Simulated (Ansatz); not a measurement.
# Sc3W: the cost of one run

Method: DFT PBE, scalar-relativistic, plane waves, PAW, in Ansatz 0.2.0.

**1. The system as given**

Symmetry: P6_3/mmc, No. 194, hexagonal system. The conventional cell has a = 5.998 Å, b = 5.998 Å, c = 4.814 Å, α = 90.00°, β = 90.00°, γ = 120.00°. Sc (site symmetry mm2) is surrounded by 4 W at 2.96 to 3.00 Å and 8 Sc at 2.97 to 3.00 Å. Around W (site symmetry -6m2) lie 12 Sc at 2.96 to 3.00 Å.

As a file:

```cif
data_structure
_symmetry_space_group_name_H-M 'P6_3/mmc'
_symmetry_Int_Tables_number 194
_cell_length_a 5.9980
_cell_length_b 5.9980
_cell_length_c 4.8143
_cell_angle_alpha 90.000
_cell_angle_beta 90.000
_cell_angle_gamma 120.000
_cell_volume 150.00
loop_
_atom_site_label
_atom_site_type_symbol
_atom_site_symmetry_multiplicity
_atom_site_Wyckoff_symbol
_atom_site_fract_x
_atom_site_fract_y
_atom_site_fract_z
_atom_site_occupancy
Sc1 Sc 6 h 0.83300 0.66600 0.25000 1
W1 W 2 c 0.33333 0.66667 0.25000 1
```

This is candidate A: Ni3Sn (D0_19) type (P6_3/mmc, No. 194).

(A quick probe on a coarse mesh, which set the mesh and smearing, is not shown.)

**3. Coarse relaxation (candidate A)**

The input, input.yaml:

```yaml
crystal:
  lattice:
    - [5.9980036047, 0.0, 0.0]
    - [-2.9990018024, 5.1944234937, 0.0]
    - [0.0, 0.0, 4.8143233387]
  atoms:
    - { symbol: Sc, position: [0.833, 0.666, 0.25] }
    - { symbol: Sc, position: [0.167, 0.833, 0.75] }
    - { symbol: Sc, position: [0.334, 0.167, 0.25] }
    - { symbol: Sc, position: [0.167, 0.334, 0.75] }
    - { symbol: Sc, position: [0.833, 0.167, 0.25] }
    - { symbol: Sc, position: [0.666, 0.833, 0.75] }
    - { symbol: W, position: [0.3333333333, 0.6666666667, 0.25] }
    - { symbol: W, position: [0.6666666667, 0.3333333333, 0.75] }
basis:
  ecutwfc: 420
kpoints:
  mp_grid: { grid: [3, 3, 4] }
hamiltonian:
  xc: pbe
scf:
  occupations: { method: gaussian, width: 0.1 }
  lower_state_search: "off"
output:
  forces: true
  stress: true
  eigenvalues: true
relax:
  adjacent_minimum: "off"
  f_tol: 0.04
  max_steps: 70
  cell: { stress_tol: 0.4 }
```

Command:

```
$ ansatz run input.yaml --threads 1 --pin off --max-ram 2560MiB --backend cpu --events-out ev --progress --plain --runs-dir out
```

What time and memory should one allow on 1 thread of Intel Xeon 6975P-C (Granite Rapids), shared host?

About 17 s, with a peak of 0.52 GiB.
